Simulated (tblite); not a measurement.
# C6H15GaO: the cost of one run

Computed with tblite 0.8.0 and PySCF 2.14.0, with density-fitted response routines of our own, on a single molecule, in the gas phase or a continuum. Atoms count from 0, in the outputs and in this text.

## Step 1: The starting structure

23 atoms, charge 0, multiplicity 1; geometry from: force field or distance geometry start.

Bonds of the start (Å): C0–C1 1.52, C1–Ga2 1.99, Ga2–O3 1.88, O3–C4 1.42, C4–C5 1.53, C5–C6 1.51, C6–C7 1.53, C7–O3 1.41, C0–H8 1.11, C0–H9 1.11, C0–H10 1.11, C1–H11 1.12, C1–H12 1.11, Ga2–H13 1.61, Ga2–H14 1.61, C4–H15 1.12, C4–H16 1.11, C5–H17 1.11, C5–H18 1.11, C6–H19 1.11, C6–H20 1.11, C7–H21 1.12, C7–H22 1.11.

## Step 2: Relaxing the molecule with GFN2-xTB

What the job is given:

```
{"job": {"kind": "relax", "xc": "GFN2-xTB", "basis": "xTB"}, "charge": 0, "multiplicity": 1}
C      3.083000    -0.301900    -0.246300
C      2.404500    -0.683400     1.056400
Ga     0.824800     0.469100     1.435400
O     -0.329400     0.442300    -0.045800
C     -0.859400    -0.859000    -0.240600
C     -2.157400    -0.682500    -1.026400
C     -2.549400     0.754200    -0.753400
C     -1.444600     1.272600     0.166500
H      3.959700    -0.954800    -0.423100
H      2.357300    -0.423400    -1.083700
H      3.411600     0.755500    -0.205100
H      3.128700    -0.577700     1.902700
H      2.070600    -1.744400     1.027800
H      1.311000     1.983600     1.684100
H      0.042900    -0.061200     2.740600
H     -1.089100    -1.382300     0.722300
H     -0.138700    -1.468100    -0.830000
H     -1.975900    -0.837200    -2.111600
H     -2.930800    -1.391100    -0.665700
H     -3.538400     0.811400    -0.247100
H     -2.575300     1.339900    -1.692900
H     -1.820800     1.239700     1.217200
H     -1.189400     2.325500    -0.086900
```

On the command line:

```
> OMP_NUM_THREADS=1 python probes_run.py task.json out
```

One launch serves the whole session: the jobs run in the order shown.

**Question.** How long does this first job take on 1 thread of Arm Neoverse V2, shared host, and how much memory does it need?

About 1.8 s, with a peak of 0.19 GiB.
